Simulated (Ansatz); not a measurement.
HfIn4SiO6:

```xyz
12
Lattice="5.2774 0.0000 0.0000 -2.6387 4.5704 0.0000 0.0000 0.0000 10.5590" Properties=species:S:1:pos:R:3 pbc="T T T"
Hf    0.0000    0.0000    0.0000
In    0.0000    3.0469    3.2148
In    0.0000    3.0469    7.3442
In    2.6387    1.5234    8.3331
In    2.6387    1.5234    2.2260
Si    0.0000    3.0469    0.0000
O     0.6361    1.6984    9.5002
O     1.4859    3.1703    1.0589
O     0.8498    4.2720    9.5002
O    -0.6360    1.6984    1.0589
O    -1.4858    3.1703    9.5002
O    -0.8498    4.2720    1.0589
```

The cell was built by a generator and needn't be a form met in nature.

Base run:

* Program: Ansatz 0.2.0
* Functional: r2SCAN
* Potentials or basis: Ansatz PAW
* Cutoff: 500 eV (not typed: the program's choice for these potentials)
* k mesh: 6 × 6 × 3
* Occupations: fermi-dirac, width 0.05 eV
* Spin: no spin polarisation

Its results: band gap on the k mesh none (metal or under the smearing width); pressure -3.0 GPa; largest force 0.271 eV/Å.

Problem. The run is repeated on the same cell with these changes: functional from r2SCAN to r2SCANh; k mesh from 6 × 6 × 3 to 3 × 3 × 1. What comes out?

Solution. Band gap on the k mesh 0.33 eV, indirect (least direct gap 2.23 eV); pressure -3.5 GPa; largest force 0.436 eV/Å.

Several settings changed at once, so the effect can't be laid on one alone.

Caveats: some runs use coarse meshes; spin-orbit coupling is left out, which moves the levels of the heavy elements; the PAW data sets come from PBE, with cores solved anew for the run's functional, which leaves a small shift of forces and pressure; odd divisions of the mesh miss points on the zone boundary, where band edges often lie, so the gap on the mesh can be too wide (some runs); the thresholds are loose for stress (some runs).

A k mesh can miss the band edges.
